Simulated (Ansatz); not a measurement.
Predict the output of the script below (the Ansatz DFT code, driven from Python).

The script, `pir2_eos.py`:
```python
import ansatz as az
import numpy as np
from scipy.optimize import curve_fit

vectors0 = np.array([
    [0.0, 2.7675, 2.7675],
    [2.7675, 0.0, 2.7675],
    [2.7675, 2.7675, 0.0],
])
sites = [
    ("P", [0.0, 0.0, 0.0]),
    ("Ir", [0.25, 0.25, 0.25]),
    ("Ir", [0.75, 0.75, 0.75]),
]


def build(cell):
    crystal = az.Crystal(lattice=az.Lattice.of(cell))
    for symbol, position in sites:
        crystal = crystal.atom(symbol, position)
    return crystal

def vinet(v, e0, v0, b0, b1):
    eta = (v / v0) ** (1 / 3)
    return e0 + 2 * b0 * v0 / (b1 - 1) ** 2 * (2 - (5 + 3 * b1 * (eta - 1) - 3 * eta) * np.exp(-1.5 * (b1 - 1) * (eta - 1)))

volumes, energies = [], []
for scale in np.linspace(0.88, 1.12, 7):
    cell = vectors0 * scale ** (1 / 3)
    calc = (
        build(cell).calculation()
        .functional("pbesol")
        .pseudopotentials("paw")
        .basis(31 * az.Ry)
        .occupations("gaussian", width=0.15)
        .kpoints(9, 9, 9)
    )
    r = calc.run(threads=1, backend="cpu").report
    volumes.append(abs(np.linalg.det(cell)) / len(sites))
    energies.append(r["free_energy_ev"] / len(sites))
    print(f"V = {volumes[-1]:8.4f} A^3/atom  F = {energies[-1]:.5f} eV/atom")

guess = (min(energies), volumes[int(np.argmin(energies))], 0.5, 4.5)
(e0, v0, b0, b1), _ = curve_fit(vinet, np.array(volumes), np.array(energies), p0=guess, maxfev=20000)
print(f"Vinet fit: V0 = {v0:.4f} A^3/atom, B0 = {160.21766 * b0:.1f} GPa, B1 = {b1:.2f}")
print("largest residual", round(1000 * float(np.abs(vinet(np.array(volumes), e0, v0, b0, b1) - energies).max()), 3), "meV/atom")
```

```console
$ python pir2_eos.py
V =  12.4352 A^3/atom  F = -8112.90270 eV/atom
V =  13.0005 A^3/atom  F = -8113.04770 eV/atom
V =  13.5657 A^3/atom  F = -8113.12392 eV/atom
V =  14.1310 A^3/atom  F = -8113.14575 eV/atom
V =  14.6962 A^3/atom  F = -8113.12460 eV/atom
V =  15.2614 A^3/atom  F = -8113.06958 eV/atom
V =  15.8267 A^3/atom  F = -8112.98801 eV/atom
Vinet fit: V0 = 14.1131 A^3/atom, B0 = 305.2 GPa, B1 = 4.91
largest residual 0.017 meV/atom
```

A third-order Birch-Murnaghan fit through the 7 points (the script's own form differs a little) has its minimum at 14.11 Å³ an atom, 0.1 % below the typed cell, with a bulk modulus of 304 GPa. From that minimum the energy rises by 243.0 meV an atom on the compressed side and 157.7 meV on the expanded side.

What to keep in mind:
- Absolute energies stand on the zero of these potentials, so only differences at equal settings mean something.
- No spin polarisation was allowed.
- The mesh is modest for a metal, so energies can be off by several to tens of meV an atom and pressures by half a GPa or more; differences at equal mesh fare better.
- Of the deposited cell: the entry's cell lengths or inner coordinates differ somewhat from later room-temperature determinations.
- Spin-orbit coupling, which matters for elements this heavy, is left out.
- The structure is a deposited one; some such entries were measured under pressure or heat, so a shift against it needn't be the functional's error alone.
- Timing: 9.1 s on 1 thread of Intel(R) Xeon(R) Processor @ 2.30GHz, on a shared host, peak memory 0.56 GiB.
